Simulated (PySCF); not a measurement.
# C₄H₁₁BN₂SSi₂: excited states

Aim: compute the excited states of C₄H₁₁BN₂SSi₂ (`NB(c1cccs1)N([SiH3])[SiH3]`).

Programs: PySCF 2.14.0, with routines of our own; each step states its level. All values are computed. Atoms count from 0.

### Step 1. The starting structure

21 atoms, charge 0, multiplicity 1; geometry from: GFN2-xTB.

### Step 2. Excited states: TDA CAM-B3LYP/def2-SVP

What the job is given:

```
{"job": {"kind": "states", "xc": "CAM-B3LYP", "basis": "def2-SVP", "tda": true, "soc": true, "nstates": 5, "ntriplets": 5, "nquad": 4}, "charge": 0, "multiplicity": 1}
N     -0.628549     1.226021    -1.701725
B     -0.383878     0.464712    -0.556906
C      1.109349     0.276283    -0.136741
C      2.196048     0.040666    -0.931421
C      3.417086    -0.072474    -0.231175
C      3.257431     0.092556     1.106244
S      1.611867     0.376381     1.523153
N     -1.459111    -0.122109     0.198636
Si    -3.060670     0.564103     0.134571
Si    -1.194362    -1.557283     1.158948
H     -1.545707     1.376815    -2.082764
H      0.101439     1.673814    -2.227062
H      2.118693    -0.068184    -2.000186
H      4.364574    -0.264193    -0.703841
H      4.002876     0.071103     1.876276
H     -3.794138     0.047329    -1.032442
H     -2.936611     2.021614     0.033241
H     -3.756641     0.197695     1.366215
H     -0.025615    -2.269468     0.643356
H     -2.379945    -2.403368     0.995244
H     -1.023055    -1.190961     2.567908
```

Method: TDA CAM-B3LYP/def2-SVP excited states, vertical, gas phase, spin-orbit mean-field couplings.

Started as:

```bash
$ OMP_NUM_THREADS=1 python excited_run.py task.json out
```

The driver reads the jobs from task.json and runs them one after another.

Log:

```text
coarse grid: 19248 points
cycle   1  E = -1269.7823118703  dE =  1.636e+00  |g| = 5.685e-01  |ddm| = 4.956e+00
cycle   2  E = -1269.7822271869  dE =  8.468e-05  |g| = 6.016e-01  |ddm| = 1.088e+00
cycle   3  E = -1269.8623903986  dE = -8.016e-02  |g| = 7.656e-02  |ddm| = 5.937e-01
cycle   4  E = -1269.8635479837  dE = -1.158e-03  |g| = 4.179e-02  |ddm| = 1.239e-01
cycle   5  E = -1269.8639549513  dE = -4.070e-04  |g| = 1.022e-02  |ddm| = 4.885e-02
cycle   6  E = -1269.8639813846  dE = -2.643e-05  |g| = 2.440e-03  |ddm| = 1.420e-02
cycle   7  E = -1269.8639830578  dE = -1.673e-06  |g| = 9.626e-04  |ddm| = 4.037e-03
final grid: 172720 points
cycle   8  E = -1270.0219689476  dE = -2.921e-05  |g| = 4.652e-03  |ddm| = 2.309e-02
cycle   9  E = -1270.0219685662  dE =  3.813e-07  |g| = 4.976e-03  |ddm| = 8.261e-03
cycle  10  E = -1270.0219739992  dE = -5.433e-06  |g| = 3.223e-04  |ddm| = 4.292e-03
cycle  11  E = -1270.0219740206  dE = -2.134e-08  |g| = 1.894e-04  |ddm| = 6.677e-04
cycle  12  E = -1270.0219740303  dE = -9.710e-09  |g| = 6.616e-05  |ddm| = 2.775e-04
cycle  13  E = -1270.0219740314  dE = -1.160e-09  |g| = 1.292e-05  |ddm| = 8.584e-05
cycle  14  E = -1270.0219740315  dE = -5.798e-11  |g| = 5.085e-06  |ddm| = 2.265e-05
converged SCF energy = -1270.0219740315

Singlet excitations
state   eV       nm        f     d(h-e)  d(exc)  Lambda  PR(NTO)  |dmu|/D   mu/D   main configurations
  1   5.8297   212.7   0.19619   0.606   2.846   0.741   1.222    1.890    2.432   H->L 0.71, H-1->L 0.17
  2   6.0378   205.3   0.14301   0.045   2.744   0.659   1.333    0.295    1.977   H-1->L 0.64, H->L 0.19
  3   6.4145   193.3   0.03121   2.339   3.816   0.347   1.033    8.389    8.338   H-2->L 0.91
  4   6.8063   182.2   0.01091   1.242   3.069   0.453   1.122    2.931    4.309   H->L+3 0.25, H->L+4 0.24, H->L+1 0.22
  5   6.8654   180.6   0.01312   0.548   3.161   0.471   1.161                     H-2->L+1 0.84

Triplet excitations (Tamm-Dancoff)
state   eV     d(h-e)  d(exc)  Lambda  PR(NTO)   main configurations
  1   3.6699   0.264   2.499   0.772   1.081   H->L 0.91
  2   4.5162   0.205   2.597   0.643   1.074   H-1->L 0.92
  3   5.8159   0.694   2.846   0.468   1.895   H-2->L 0.28, H->L+3 0.24, H->L+2 0.12
  4   5.9409   1.174   3.134   0.421   1.772   H-2->L 0.49, H->L+3 0.13
  5   6.4222   0.510   2.653   0.454   1.117   H-1->L+3 0.46, H-1->L+1 0.14, H-1->L+4 0.12
S1 - T1 = 2.1597 eV

Spin-orbit couplings |<S|Hso|T>| (cm-1)
             T1       T2       T3       T4       T5
S0        0.613    4.568    2.632    6.039  111.289
S1        4.254    2.072    9.710    2.176   39.721
S2        1.808    2.162    2.539    6.647   41.049
S3        2.737    7.037    1.051    4.231    2.180
S4       38.517   12.891    3.723    2.313    6.362
S5        9.595    3.590    2.297    4.572    2.367
T1 sublevels (cm-1): 0.000 0.057 0.057   radiative rates (1/s): 11.2 0.515 2.21
```

Run time: 78 s. Hardware: 1 thread of Arm Neoverse V1, shared host; peak memory 1 GiB.

In short:

| quantity | value |
| --- | --- |
| S1 less T1 | 2.16 eV |

### Step 3. Summary of results

```
                                   quantity    value
S1 less T1 (step 2, TDA CAM-B3LYP/def2-SVP)  2.16 eV
```

In step 2, the number of triplets below S1 is 3, and the largest singlet-triplet spin-orbit coupling is S0–T5, 111.29 cm⁻¹.
